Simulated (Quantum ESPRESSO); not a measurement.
Input of a Quantum ESPRESSO 7.5 run:

pw.in

```
&CONTROL
  calculation = 'scf'
  prefix = 'pwscf'
  outdir = './tmp'
  pseudo_dir = './pseudo'
  tprnfor = .true.
  disk_io = 'low'
/
&SYSTEM
  ibrav = 0
  celldm(1) = 8
  nat = 7
  ntyp = 2
  ecutwfc = 54
  ecutrho = 324
  nbnd = 70
  occupations = 'smearing'
  smearing = 'mv'
  degauss = 0.00734986
/
&ELECTRONS
  conv_thr = 7d-09
  electron_maxstep = 150
  mixing_beta = 0.3
  mixing_mode = 'local-TF'
  tqr = .true.
/
ATOMIC_SPECIES
Cu    63.5460 Cu.LDA_PW-JTH.UPF
Au   196.9666 Au.LDA_PW-JTH.UPF
CELL_PARAMETERS alat
  0.6614041436190   0.0000000000000   0.0000000000000
  0.0000000000000   0.6614041436190   0.0000000000000
  0.0000000000000   0.0000000000000   6.1439720626895
ATOMIC_POSITIONS crystal
Cu     0.5000000000    0.5000000000    0.2883506344
Au     0.0000000000    0.0000000000    0.3589004229
Cu     0.5000000000    0.5000000000    0.4294502115
Au     0.0000000000    0.0000000000    0.5000000000
Cu     0.5000000000    0.5000000000    0.5705497885
Au     0.0000000000    0.0000000000    0.6410995771
Cu     0.5000000000    0.5000000000    0.7116493656
K_POINTS automatic
9 9 1 0 0 0
```

pp_density.in

```
&INPUTPP
  prefix = 'pwscf'
  outdir = './tmp'
  filplot = 'density.dat'
  plot_num = 0
/
&PLOT
  nfile = 1
  filepp(1) = 'density.dat'
  iflag = 3
  output_format = 6
  fileout = 'density.cube'
/
```

File pp_potential.in:

```
&INPUTPP
  prefix = 'pwscf'
  outdir = './tmp'
  filplot = 'potential.dat'
  plot_num = 11
/
&PLOT
  nfile = 1
  filepp(1) = 'potential.dat'
  iflag = 3
  output_format = 6
  fileout = 'potential.cube'
/
```

Potentials or basis: JTH 2.0 LDA.

Command:

```sh
$ OMP_NUM_THREADS=1 mpirun -n 2 pw.x -nk 2 -in pw.in > pw.out
$ OMP_NUM_THREADS=1 mpirun -n 1 pp.x -in pp_density.in > pp_density.out
$ OMP_NUM_THREADS=1 mpirun -n 1 pp.x -in pp_potential.in > pp_potential.out
```

(1) Estimate the work function of the upper face.

(2) Estimate the work function of the lower face.

(3) Estimate the largest force.

(4) What does it give for the band gap on the k mesh?

Answers

(1) 4.69 eV.

(2) 4.69 eV.

(3) 0.648 eV/Å.

(4) none (metal or under the smearing width).

Caveat: real space augmentation costs some meV and hundredths of eV per Å.
